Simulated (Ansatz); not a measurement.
# NaLaMnMoO6 in Ansatz: convergence with k mesh

Input of the first run (k mesh 2 × 2 × 1); the others differ in this setting and in those tied to it:

File input.yaml:

```yaml
crystal:
  lattice:
    - [3.79453, -3.84926, -8.0e-05]
    - [3.79453, 3.84926, -8.0e-05]
    - [-0.04604, 0.0, 8.22029]
  atoms:
    - { symbol: Na, position: [0.5064, 0.4936, 0.75] }
    - { symbol: Na, position: [0.4936, 0.5064, 0.25] }
    - { symbol: La, position: [0.01239, 0.98761, 0.75] }
    - { symbol: La, position: [0.98761, 0.01239, 0.25] }
    - { symbol: Mn, position: [0.0, 0.5, 0.5], spin: 4.0 }
    - { symbol: Mn, position: [0.5, 0.0, 0.0], spin: 4.0 }
    - { symbol: Mo, position: [0.5, 0.0, 0.5], spin: 1.0 }
    - { symbol: Mo, position: [0.0, 0.5, 0.0], spin: 1.0 }
    - { symbol: O, position: [0.54302, 0.05203, 0.73247] }
    - { symbol: O, position: [0.45698, 0.94797, 0.26753] }
    - { symbol: O, position: [0.27994, 0.71875, 0.54832] }
    - { symbol: O, position: [0.72006, 0.28125, 0.45168] }
    - { symbol: O, position: [0.79897, 0.79494, 0.49934] }
    - { symbol: O, position: [0.20103, 0.20506, 0.50066] }
    - { symbol: O, position: [0.05203, 0.54302, 0.23247] }
    - { symbol: O, position: [0.94797, 0.45698, 0.76753] }
    - { symbol: O, position: [0.79494, 0.79897, 0.99934] }
    - { symbol: O, position: [0.20506, 0.20103, 0.00066] }
    - { symbol: O, position: [0.28125, 0.72006, 0.95168] }
    - { symbol: O, position: [0.71875, 0.27994, 0.04832] }
hamiltonian:
  xc: pbe
  pseudopotentials: { kind: paw }
magnetization:
  spin_polarized: true
kpoints:
  mp_grid: { grid: [2, 2, 1] }
scf:
  occupations: { method: fermi_dirac, width: 0.05 }
output:
  forces: true
  stress: true
  eigenvalues: true
```

Potentials or basis: Ansatz PAW.

Launch:

```sh
$ ansatz run input.yaml --threads 8 --pin off --max-ram 20480MiB --backend cpu --events-out ev --progress --plain --runs-dir out
```

The cell was built by a generator and needn't be a form met in nature.

Hardware: 8 threads of Intel(R) Xeon(R) 6975P-C (Granite Rapids), on a shared host.

Task: The values tried are 2 × 2 × 1, 2 × 2 × 2, 3 × 3 × 2, 4 × 4 × 3, 5 × 5 × 3, 6 × 6 × 4, 7 × 7 × 5, 8 × 8 × 6, loosest first. From which on does the energy stay within 1 meV/atom of the tightest run that finished?

Result: From 4 × 4 × 3 on.

```csv
k mesh,"energy less the tightest run, at zero smearing (meV/atom)",pressure (GPa),largest force (eV/Å),absolute moment (μB),SCF cycles,CPU time (s),peak memory (GiB)
2 × 2 × 1,-21.18,-0.37,0.153,8.33,17,15,1
2 × 2 × 2,-6.58,0.39,0.231,8.53,18,29,1.3
3 × 3 × 2,1.66,-0.12,0.207,8.57,17,40,1.5
4 × 4 × 3,0.93,-0.27,0.142,8.43,17,79,1.9
5 × 5 × 3,0.34,-0.01,0.038,8.42,17,110,2.1
6 × 6 × 4,-0.21,0.01,0.012,8.44,17,200,2.6
7 × 7 × 5,-0.08,-0.06,0.059,8.45,17,290,3.2
8 × 8 × 6,0.00,-0.11,0.073,8.45,17,480,4.3
```

Against the tightest run, the pressure stays within 0.1 GPa from 7 × 7 × 5 on; the absolute moment stays within 0.02 μB from 6 × 6 × 4 on. Not settled before the last step: the largest force (to 0.005 eV/Å). Meshes of other sizes hit other points, so gaps and Fermi surfaces needn't settle smoothly. The tightest run that finished is the yardstick and may itself not be fully converged.

Caveat, for the tightest run too: the pressure holds a Pulay correction of +0.6 GPa for the finite cutoff; semilocal functionals often make such compounds metallic where correlation or magnetic order opens a gap, which also shifts bond lengths; only a ferromagnetic start was run, and an antiferromagnetic order may lie lower in energy; the starting moments weren't kept. Spin-orbit coupling is left out, which matters for the levels of La.
